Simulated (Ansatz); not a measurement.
# TeHS radical (SMILES S[Te]): single points off equilibrium

A test off equilibrium: a structure displaced at random from a GFN2-xTB minimum is computed at several levels, and each is set against CCSD(T).

Program: Ansatz 0.2.0, Gaussian basis. Level of theory: single points in def2-TZVPP. These are calculated values, not measurements.

Correlated methods freeze the cores. Filled d shells of the heavier atoms are correlated. Core potentials replace the inner electrons past krypton, and spin-orbit coupling is left out. Orbitals are unrestricted. B3LYP uses VWN-RPA correlation.

**1. The starting structure**

SMILES `S[Te]`, 3 atoms, charge 0, spin multiplicity 2.

Atoms are counted from 1 here; the program's logs count them from 0.

Bond lengths: S1–Te2 2.395 Å, S1–H3 1.567 Å. Angles: Te2–S1–H3 99.5°.

As a file:

```
atom    x (Å)    y (Å)    z (Å)
  S1  -0.5735   0.5709  -0.2543
 Te2   1.5792   0.2184   0.7356
  H3  -0.9755  -0.9169  -0.5378
```

**2. CCSD(T)/def2-TZVPP**

File run/in.yaml:

```yaml
crystal:
  periodic: [false, false, false]
  atoms:
    - {symbol: S, position_ang: [-0.573500, 0.570900, -0.254300]}
    - {symbol: Te, position_ang: [1.579200, 0.218400, 0.735600]}
    - {symbol: H, position_ang: [-0.975500, -0.916900, -0.537800]}
basis:
  gaussian: {orbitals: def2-TZVPP}
magnetization: {spin_polarized: true, initial_magnetization: 1}
correlation: {method: ccsd_t}
scf: {omitted_lower_state_checks: [cluster_reference]}
output: {forces: true}
```

The command line of these runs was not kept.

**3. PBE0-D4/def2-TZVPP**

run/in.yaml: that of step 2 with these lines changed.

```diff
@@ -9,4 +9,3 @@
 magnetization: {spin_polarized: true, initial_magnetization: 1}
-correlation: {method: ccsd_t}
-scf: {omitted_lower_state_checks: [cluster_reference]}
-output: {forces: true}
+hamiltonian: {xc: pbe0, dispersion: d4}
+output: {forces: true, orbitals: {seedname: orbitals}}
```

**4. wB97M-V/def2-TZVPP**

run/in.yaml: that of step 3 with these lines changed.

```diff
@@ -9,3 +9,3 @@
 magnetization: {spin_polarized: true, initial_magnetization: 1}
-hamiltonian: {xc: pbe0, dispersion: d4}
-output: {forces: true, orbitals: {seedname: orbitals}}
+hamiltonian: {xc: {name: wB97M-V}}
+output: {forces: true}
```

**5. r2SCAN-D4/def2-TZVPP**

run/in.yaml: that of step 4 with these lines changed.

```diff
@@ -9,3 +9,3 @@
 magnetization: {spin_polarized: true, initial_magnetization: 1}
-hamiltonian: {xc: {name: wB97M-V}}
+hamiltonian: {xc: r2scan, dispersion: d4}
 output: {forces: true}
```

**6. PBE-D4/def2-TZVPP**

run/in.yaml: that of step 5 with these lines changed.

```diff
@@ -9,3 +9,3 @@
 magnetization: {spin_polarized: true, initial_magnetization: 1}
-hamiltonian: {xc: r2scan, dispersion: d4}
+hamiltonian: {xc: pbe, dispersion: d4}
 output: {forces: true}
```

**7. HSE06-D4/def2-TZVPP**

run/in.yaml: that of step 6 with these lines changed.

```diff
@@ -9,3 +9,3 @@
 magnetization: {spin_polarized: true, initial_magnetization: 1}
-hamiltonian: {xc: pbe, dispersion: d4}
+hamiltonian: {xc: hse06, dispersion: d4}
 output: {forces: true}
```

**8. B3LYP-D4/def2-TZVPP**

run/in.yaml: that of step 7 with these lines changed.

```diff
@@ -9,3 +9,3 @@
 magnetization: {spin_polarized: true, initial_magnetization: 1}
-hamiltonian: {xc: hse06, dispersion: d4}
+hamiltonian: {xc: {name: B3LYP}, dispersion: d4}
 output: {forces: true}
```

(Steps that only read results are left out.)

Q: Predict the outcome of this session. Wanted: energy less free atoms, CCSD(T)/def2-TZVPP; RMS force component; RMS force error; HOMO and LUMO, PBE0-D4; T1 diagnostic.

**Answer**, as computed:

| quantity | value |
| --- | --- |
| energy less free atoms, CCSD(T)/def2-TZVPP | -5.607 eV |
| RMS force component | 1.363 to 1.611 eV/Å over the methods |
| RMS force error | PBE0-D4 0.134, wB97M-V 0.124, r2SCAN-D4 0.100, PBE-D4 0.173, HSE06-D4 0.129, B3LYP-D4 0.067 eV/Å |
| HOMO and LUMO, PBE0-D4 | -6.39 and -3.85 eV |
| T1 diagnostic | 0.019 |

In words: Against CCSD(T) the functionals' energies less atoms differ by -0.811 to -0.349 eV, PBE-D4 by -0.811 eV. The reference is not at the basis limit: in triple zeta CCSD(T) underbinds, which counts against methods that bind more; the gaps are no ranking. The forces of B3LYP-D4 come nearest to CCSD(T), those of PBE-D4 are farthest. Frozen-core CCSD(T) forces in triple zeta carry basis errors of their own, and this is one geometry, so small gaps rank nothing.
